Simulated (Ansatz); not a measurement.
**SiH2Br (doublet): the correlation ladder at distance Br1–H2 along a hydrogen transfer = 1.883 Å, cc-pVDZ**

Aim: climb from Hartree-Fock through coupled cluster and multireference methods for SiH2Br (doublet) at one geometry and basis, and see what each rung misses.

Program: Ansatz 0.2.0, Gaussian basis. Level of theory: cc-pVDZ, core rule «outside noble gas», up to 19 orbitals frozen. These are calculated values, not measurements.

To be run: UHF; CCSD(T) on ROHF; CCSD(T) on UHF; BCCD(T) on ROHF; CISD; CCSDT(Q) on ROHF; CCSDT(Q) on UHF; CASSCF and MRCISD+Q, 3 electrons in 3 orbitals; CASSCF and NEVPT2, 3 electrons in 3 orbitals; CASSCF and MRCISD+Q, 13 electrons in 10 orbitals; CASSCF and NEVPT4(SD), 13 electrons in 10 orbitals; CASSCF and NEVPT2, 13 electrons in 10 orbitals.

10 further runs of the same task are left out: 8 that didn't finish, 2 set aside as unsound or not needed.

### 1 The geometry

The geometry derives from fragments relaxed apart (PBE0/def2-TZVP) and kept rigid, so it is no stationary point. A hydrogen atom is moved between rigid fragments. No spin-orbit coupling is included. The filled d shell of Br may be among the frozen orbitals whatever the setting's name suggests; the logs give the count.

4 atoms, charge 0, spin multiplicity 2.

Atoms are counted from 1 here; the program's logs count them from 0.

Bond lengths: Si3–H4 1.532 Å.

### 2 UHF

Contents of in.yaml:

```yaml
crystal:
  periodic: [false, false, false]
  atoms:
    - {symbol: Br, position_ang: [-2.404859, 0.369878, 0.000000]}
    - {symbol: H, position_ang: [-0.521859, 0.369878, 0.000000]}
    - {symbol: Si, position_ang: [1.265141, 0.369878, 0.000000]}
    - {symbol: H, position_ang: [1.661576, -1.109635, 0.000000]}
basis:
  gaussian: {orbitals: cc-pVDZ}
magnetization: {spin_polarized: true, initial_magnetization: 1}
hamiltonian: {xc: hf}
output: {orbitals: {seedname: orbitals}}
```

Launch:

```sh
ansatz run in.yaml --threads 1 --pin off --events-out ev --progress --plain --max-ram 2393MiB
```

After this run come: CCSD(T) on ROHF; CCSD(T) on UHF; BCCD(T) on ROHF; CISD; CCSDT(Q) on ROHF; CCSDT(Q) on UHF; CASSCF and MRCISD+Q, 3 electrons in 3 orbitals; CASSCF and NEVPT2, 3 electrons in 3 orbitals; CASSCF and MRCISD+Q, 13 electrons in 10 orbitals; CASSCF and NEVPT4(SD), 13 electrons in 10 orbitals; CASSCF and NEVPT2, 13 electrons in 10 orbitals.

**Question.** What will the summary of the whole plan be? Wanted: UCCSDT(Q) below the RHF energy; RMP2 from UCCSDT(Q); UMP2 from UCCSDT(Q); RCCSD from UCCSDT(Q); RCCSD(T) from UCCSDT(Q); UCCSD(T) from UCCSDT(Q); RCCSDT(Q) from UCCSDT(Q); MRCISD+Q pair from UCCSDT(Q); NEVPT2 valence from UCCSDT(Q).

The runs gave:

| quantity | value |
| --- | --- |
| UCCSDT(Q) below the RHF energy | -6.8746 eV |
| RMP2 from UCCSDT(Q) | +1235.4 meV |
| UMP2 from UCCSDT(Q) | +1423.7 meV |
| RCCSD from UCCSDT(Q) | +192.6 meV |
| RCCSD(T) from UCCSDT(Q) | +43.3 meV |
| UCCSD(T) from UCCSDT(Q) | +49.8 meV |
| RCCSDT(Q) from UCCSDT(Q) | +0.4 meV |
| MRCISD+Q pair from UCCSDT(Q) | +49.2 meV |
| NEVPT2 valence from UCCSDT(Q) | +1293.0 meV |
| NEVPT4(SD) valence from UCCSDT(Q) | +145.8 meV |
| levels within 1 kcal/mol (43 meV) | RCCSD(T), RCCSDT, UCCSDT, RCCSDT(Q) |
| T1 diagnostic | 0.029 |
| effectively unpaired electrons | 1.07 |

What this shows: RCCSD(T) lands +43.3 meV from the yardstick (0.6 % of the correlation energy). One determinant dominates. Of the multireference levels listed MRCISD+Q valence comes nearest in total energy (+44.3 meV), which doesn't show that its space is the better one. These misses are within one basis, not against nature; the frozen cores of restricted and unrestricted runs differ, which can shift their rows.
